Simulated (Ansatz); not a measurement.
I need a polarisability from point charges of H₄OS₂Si, SMILES O[SiH2]SS. Use Ansatz 0.2.0, Python API. Settings (for the species named): MP2, def2-SVPD basis, multiplicity 1.

```
atom    x (Å)    y (Å)    z (Å)
   O   0.2255   1.2367  -1.1620
  Si   0.9551   0.3289  -0.0644
   S  -0.0021  -1.5994  -0.1476
   S  -1.8298  -1.0566   0.3023
   H  -0.6653   0.9104  -1.5020
   H   0.7864   0.9281   1.2873
   H   2.4196   0.2239  -0.4098
   H  -1.7973  -1.0291   1.6403
```

Script `h4os2si.py`:
```python
"""Dipole of H4OS2Si in the field of point charges."""

import ansatz as az
import numpy as np

geometry_ang = [
    ("O", (0.2255, 1.2367, -1.162)),
    ("Si", (0.9551, 0.3289, -0.0644)),
    ("S", (-0.0021, -1.5994, -0.1476)),
    ("S", (-1.8298, -1.0566, 0.3023)),
    ("H", (-0.6653, 0.9104, -1.502)),
    ("H", (0.7864, 0.9281, 1.2873)),
    ("H", (2.4196, 0.2239, -0.4098)),
    ("H", (-1.7973, -1.0291, 1.6403)),
]
h4os2si = az.Crystal.molecule()
for symbol, xyz in geometry_ang:
    h4os2si = h4os2si.atom(symbol, xyz)

calculation = h4os2si.calculation()
calculation = calculation.basis(gaussian="def2-SVPD")
calculation = calculation.correlation("mp2")
calculation = calculation.forces()
# charges +q and -q at -R and +R make a nearly even field 2 k q / R^2 at the centre
centre = np.mean([site.position_ang for site in h4os2si.cartesian_sites], axis=0)
field = 2 * 14.399645 * 4.0 / 25.0 ** 2


def dipole(axis, sign):
    arm = 25.0 * np.eye(3)[axis]
    pair = [{"charge": sign * 4.0, "position_ang": (centre - arm).tolist()}, {"charge": -sign * 4.0, "position_ang": (centre + arm).tolist()}]
    deck = calculation.input().set(az.key.basis.gaussian.point_charges, pair)
    return np.array(az.Session.from_dict(deck).plan().execute().report["charge_distribution"]["dipole_moment_e_ang"])


print(f"field {field:.4f} V/A")
alpha = np.array([(dipole(axis, 1) - dipole(axis, -1)) / (2 * field) * 14.399645 for axis in range(3)])
print("polarisability tensor (A^3)")
print(np.array2string(alpha, precision=3, suppress_small=True))
print(f"mean {np.trace(alpha) / 3:.3f} A^3 = {np.trace(alpha) / 3 / 0.14818471:.2f} bohr^3")
```

Running `python h4os2si.py` prints:
```text
field 0.1843 V/A
polarisability tensor (A^3)
[[12.261  0.926 -0.758]
 [ 0.903 10.194 -0.068]
 [-0.745 -0.071  9.097]]
mean 10.517 A^3 = 70.97 bohr^3
```

The geometry is a force-field or estimated start, not a minimum of this method, and the basis set is short of its limit. The field of two point charges is only nearly even. Hardware and time: 39 s on 1 thread of Intel(R) Xeon(R) Platinum 8488C (Sapphire Rapids) (shared host), peak memory 0.45 GiB.

(Lines on the test bed's own set-up are left out of the output.)
